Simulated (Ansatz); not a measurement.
# ClFGeH₃NO: small, medium and large basis sets

An exercise on one series of results from a longer session: the logs are not shown, and one member is left open.

The runs use Ansatz 0.2.0, Gaussian basis; one geometry, several basis sets.

Levels to be run: PBE0-D4/def2-SVP; ωB97M-V/def2-SVP; PBE0-D4/def2-QZVPP; ωB97M-V/def2-QZVPP; the functionals' def2-TZVPP values are taken from earlier runs.

### The geometry

An earlier PBE0-D4 in a triple-zeta def2 set relaxation fixed the geometry.

8 atoms, charge 0, spin multiplicity 1.

Atoms are counted from 1 here; the program's logs count them from 0.

Bond lengths: N1–Ge2 1.791 Å, N1–H6 1.010 Å, N1–H7 1.010 Å, Ge2–O3 1.745 Å, Ge2–F4 1.721 Å, Ge2–Cl5 2.143 Å, O3–H8 0.961 Å. Angles: Ge2–N1–H6 115.2°, Ge2–N1–H7 115.2°, H6–N1–H7 110.5°, N1–Ge2–O3 108.1°, N1–Ge2–F4 106.7°, N1–Ge2–Cl5 118.3°, O3–Ge2–F4 111.3°, O3–Ge2–Cl5 108.4°, F4–Ge2–Cl5 104.0°, Ge2–O3–H8 112.6°.

Set-up of the first run:

Input file in.yaml:

```yaml
crystal:
  periodic: [false, false, false]
  atoms:
    - {symbol: N, position_ang: [-1.010254, 0.861159, 0.576138]}
    - {symbol: Ge, position_ang: [0.083836, -0.236758, -0.322080]}
    - {symbol: O, position_ang: [0.774062, -1.365118, 0.816007]}
    - {symbol: F, position_ang: [-0.881260, -1.043063, -1.496292]}
    - {symbol: Cl, position_ang: [1.676578, 0.629414, -1.465344]}
    - {symbol: H, position_ang: [-0.580465, 1.371853, 1.333689]}
    - {symbol: H, position_ang: [-1.564511, 1.479495, 0.001927]}
    - {symbol: H, position_ang: [1.594118, -1.753984, 0.500255]}
basis:
  gaussian: {orbitals: def2-SVP}
hamiltonian: {xc: pbe0, dispersion: d4}
output: {orbitals: {seedname: orbitals}}
```

Run with:

```
ansatz run in.yaml --threads 4 --pin off --events-out ev --progress --plain --max-ram 10444MiB
```

Steps of the session up to this table: PBE0-D4 in def2-SVP; ωB97M-V in def2-SVP; PBE0-D4 in def2-QZVPP; ωB97M-V in def2-QZVPP.

One table of the session follows, with a row left open; its other results are not shown here.

It belongs to the step «Functionals by basis». 

| functional | basis | HOMO (eV) |
| --- | --- | --- |
| PBE0-D4 | def2-SVP | -8.26 |
| PBE0-D4 | def2-TZVPP | ? |
| PBE0-D4 | def2-QZVPP | -8.54 |
| ωB97M-V | def2-SVP | -10.59 |
| ωB97M-V | def2-TZVPP | -10.84 |
| ωB97M-V | def2-QZVPP | -10.91 |

Q: Estimate the row for PBE0-D4, def2-TZVPP from the others.

**Answer.** HOMO (eV): -8.49. In the column «HOMO (eV)» it lies between PBE0-D4, def2-QZVPP (-8.54) and PBE0-D4, def2-SVP (-8.26).
